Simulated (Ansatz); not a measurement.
**H₅InSi with the probe HF: a probe moved round a molecule**

Computed with Ansatz 0.2.0. Level: RKS PBE-D4/def2-SVPD.

### Step 1. The system as given

7 atoms, charge 0, spin multiplicity 1.

Atoms are counted from 1 here; the program's logs count them from 0.

Bond lengths: In1–H2 1.748 Å, In1–H3 1.748 Å, In1–Si4 2.600 Å, Si4–H5 1.506 Å, Si4–H6 1.506 Å, Si4–H7 1.509 Å. Angles: H2–In1–H3 118.5°, H2–In1–Si4 120.7°, H3–In1–Si4 120.8°, In1–Si4–H5 112.5°, In1–Si4–H6 112.5°, In1–Si4–H7 109.1°, H5–Si4–H6 107.9°, H5–Si4–H7 107.3°, H6–Si4–H7 107.2°.

As a file:

```mol
H5InSi
  3D, bonds by distance, orders not assigned

  7  6  0  0  0  0  0  0  0  0999 V2000
    0.7288    1.2717    0.0125 In  0  0
    2.4765    1.2992    0.0361 H   0  0
   -0.1277    2.7945   -0.0448 H   0  0
   -0.5652   -0.9837    0.0186 Si  0  0
   -1.9265   -0.8667    0.6516 H   0  0
    0.1856   -2.0771    0.7315 H   0  0
   -0.7715   -1.4379   -1.4056 H   0  0
  1  2  8  0
  1  3  8  0
  1  4  8  0
  4  5  8  0
  4  6  8  0
  4  7  8  0
M  END
```

This geometry comes from a loose relaxation at PBE in a small basis, which is not shown.

### Step 4. Plan of the scan

The probe is moved over a plane parallel to the molecule's main plane, 3.51 Å above it (x and y are the axes of that plane, centred on the molecule).

The axes are (1) x of the probe's H atom: 15 values from −3.57 Å; (2) y of the probe's H atom: 13 values from −3.06 Å.

Nothing else is relaxed (molecule and probe rigid, the probe upright with H nearest the plane). Energies count from molecule and probe far apart, each relaxed in its own basis (no counterpoise correction). Points are written as (first, second).

The probe HF moves over a plane: parallel to the molecule's main plane, 3.51 Å above it. The molecule is turned into the frame of its main axes, as the inputs below show.

(The set-up runs are not shown.)

### Step 5. Grid point (−3.06 Å, −1.53 Å)

File input.yaml:

```yaml
crystal:
  periodic: [false, false, false]
  atoms:
    - { symbol: In, position_ang: [-1.465659, 0.000262, -0.019464] }
    - { symbol: H, position_ang: [-2.35921, -1.502159, -0.006838] }
    - { symbol: H, position_ang: [-2.360466, 1.501911, -0.006885] }
    - { symbol: Si, position_ang: [1.134585, 0.000326, -0.013231] }
    - { symbol: H, position_ang: [1.713625, 1.221874, -0.676655] }
    - { symbol: H, position_ang: [1.712677, -1.213822, -0.690984] }
    - { symbol: H, position_ang: [1.624449, -0.008392, 1.414056] }
    - { symbol: H, position_ang: [-3.06, -1.53, 3.51] }
    - { symbol: F, position_ang: [-3.06, -1.53, 4.442489] }
basis:
  gaussian: { orbitals: def2-SVPD }
hamiltonian:
  xc: pbe
  dispersion: d4
output:
  forces: true
```

On the command line:

```console
$ ansatz run input.yaml --threads 1 --pin off --max-ram 2560MiB --backend cpu --events-out ev --progress --plain --runs-dir out
```

Q: Estimate wall time and peak memory on 1 thread of Arm Neoverse V1, shared host.

About 3.8 s, with a peak of 0.14 GiB.
